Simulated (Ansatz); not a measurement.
From input file to script: BrGeH2N, SMILES [NH2][Ge][Br] in Ansatz 0.2.0.

```yaml
crystal:
  periodic: [false, false, false]
  atoms:
    - { symbol: "N", position_ang: [-0.7869, 0.4467, -0.3214] }
    - { symbol: Ge, position_ang: [-0.3549, -0.7927, 0.9306] }
    - { symbol: Br, position_ang: [1.9043, -1.1919, 0.7766] }
    - { symbol: H, position_ang: [-0.1787, 1.3479, -0.1459] }
    - { symbol: H, position_ang: [-0.5339, 0.1164, -1.2813] }
basis:
  gaussian:
    orbitals: def2-SVPD
hamiltonian:
  xc: b3lyp
output:
  forces: true
```

`energy.py`:
```python
'''Electronic structure of the BrGeH2N molecule.'''

import sys

import ansatz as az
import numpy as np

geometry = (
    az.Crystal.molecule()
    .atom('N', [-0.7869, 0.4467, -0.3214])
    .atom('Ge', [-0.3549, -0.7927, 0.9306])
    .atom('Br', [1.9043, -1.1919, 0.7766])
    .atom('H', [-0.1787, 1.3479, -0.1459])
    .atom('H', [-0.5339, 0.1164, -1.2813])
)

model = (
    geometry.calculation()
    .basis(gaussian='def2-SVPD')
    .functional('B3LYP')
    .forces()
)
try:
    data = model.run(threads=1, backend='cpu').report
except az.AnsatzError as error:
    sys.exit(f'{type(error).__name__}: {error}')

print(f'E = {data["free_energy_ev"]:.6f} eV = {data["free_energy_ev"] / 27.211386246:.7f} Ha')
print('converged:', data['converged'], ' doubts:', data['published_state_doubts'] or 'none')

symbols = [site.symbol for site in geometry.cartesian_sites]
print('forces (eV/A)')
for symbol, f in zip(symbols, data['forces_ev_ang']):
    print(f'  {symbol:2s} {f[0]:9.4f} {f[1]:9.4f} {f[2]:9.4f}')

charges = data['charge_distribution']
print('dipole moment', round(4.803205 * float(np.linalg.norm(charges['dipole_moment_e_ang'])), 3), 'D')
print('Mulliken:', [(s, round(q, 3)) for s, q in zip(symbols, charges['mulliken_charges_e'])])
```

`python energy.py` gives:
```text
E = -128073.580398 eV = -4706.6172682 Ha
converged: True  doubts: none
forces (eV/A)
  N     1.6173    2.6123   -1.3016
  Ge   -1.5249   -1.1023    1.5933
  Br    1.5680   -0.1480   -0.2434
  H    -1.4332   -1.9055   -0.6812
  H    -0.2272    0.5436    0.6328
dipole moment 1.244 D
Mulliken: [('N', -0.291), ('Ge', 0.556), ('Br', -0.366), ('H', 0.082), ('H', 0.019)]
```

Total energies depend on the basis set; only differences at equal settings carry meaning. The geometry is a force-field or estimated start, not a minimum of this method, and the basis set is short of its limit. b3lyp holds the VWN-RPA fit, as in Gaussian; the form of ORCA and Turbomole is b3lyp5. Mulliken charges are unreliable in a basis with diffuse functions. Wall time of the script: 7.7 s on 1 thread of AMD EPYC 7R43 64-Core Processor (Zen 3), on a shared host, peak memory 0.34 GiB.

(Lines on the test bed's own set-up are left out of the output.)
